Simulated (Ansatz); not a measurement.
# CH₃F₃OSi: how energies converge with the basis set

The task here is to estimate one member of a computed series from the others.

The runs use Ansatz 0.2.0, Gaussian basis; one geometry, several basis sets.

Plan: PBE0-D4/def2-SVP; ωB97M-V/def2-SVP; PBE0-D4/def2-QZVPP; ωB97M-V/def2-QZVPP; the functionals' def2-TZVPP values are taken from earlier runs.

## The geometry

An earlier PBE0-D4 in a triple-zeta def2 set relaxation fixed the geometry.

SMILES `FC(F)(F)O[SiH3]`, 9 atoms, charge 0, spin multiplicity 1.

Atoms are counted from 1 here; the program's logs count them from 0.

Bond lengths: F1–C2 1.338 Å, C2–F3 1.345 Å, C2–F4 1.326 Å, C2–O5 1.328 Å, O5–Si6 1.679 Å, Si6–H7 1.480 Å, Si6–H8 1.481 Å, Si6–H9 1.476 Å. Angles: F1–C2–F3 106.8°, F1–C2–F4 107.8°, F1–C2–O5 111.9°, F3–C2–F4 107.9°, F3–C2–O5 112.1°, F4–C2–O5 110.1°, C2–O5–Si6 126.7°, O5–Si6–H7 109.6°, O5–Si6–H8 109.5°, O5–Si6–H9 103.9°, H7–Si6–H8 110.6°, H7–Si6–H9 111.3°, H8–Si6–H9 111.7°.

The first run:

The input, in.yaml:

```yaml
crystal:
  periodic: [false, false, false]
  atoms:
    - {symbol: F, position_ang: [0.409799, -0.117444, -2.049067]}
    - {symbol: C, position_ang: [0.966010, -0.344851, -0.853955]}
    - {symbol: F, position_ang: [0.679460, -1.617501, -0.527818]}
    - {symbol: F, position_ang: [2.281206, -0.246667, -0.993225]}
    - {symbol: O, position_ang: [0.537994, 0.514781, 0.063417]}
    - {symbol: Si, position_ang: [-0.909353, 0.439752, 0.910178]}
    - {symbol: H, position_ang: [-0.822484, -0.610098, 1.949285]}
    - {symbol: H, position_ang: [-2.018070, 0.154416, -0.028938]}
    - {symbol: H, position_ang: [-1.036164, 1.781412, 1.513022]}
basis:
  gaussian: {orbitals: def2-SVP}
hamiltonian: {xc: pbe0, dispersion: d4}
output: {orbitals: {seedname: orbitals}}
```

Launch:

```sh
$ ansatz run in.yaml --threads 4 --pin off --events-out ev --progress --plain --max-ram 10444MiB
```

Steps of the session up to this table: PBE0-D4 in def2-SVP; ωB97M-V in def2-SVP; PBE0-D4 in def2-QZVPP; ωB97M-V in def2-QZVPP.

One table of the session follows, with a row left open; its other results are not shown here.

```
functional       basis  HOMO (eV)  LUMO (eV)
   PBE0-D4    def2-SVP      -9.69       0.24
   PBE0-D4  def2-TZVPP          ?          ?
   PBE0-D4  def2-QZVPP      -9.76      -0.36
   ωB97M-V    def2-SVP     -11.97       2.21
   ωB97M-V  def2-TZVPP     -12.06       1.50
   ωB97M-V  def2-QZVPP     -12.08       1.12
```

**Question.** Estimate the row for PBE0-D4, def2-TZVPP.

The run gave: HOMO (eV): -9.74; LUMO (eV): -0.21. In the column «HOMO (eV)» it lies between PBE0-D4, def2-QZVPP (-9.76) and PBE0-D4, def2-SVP (-9.69).
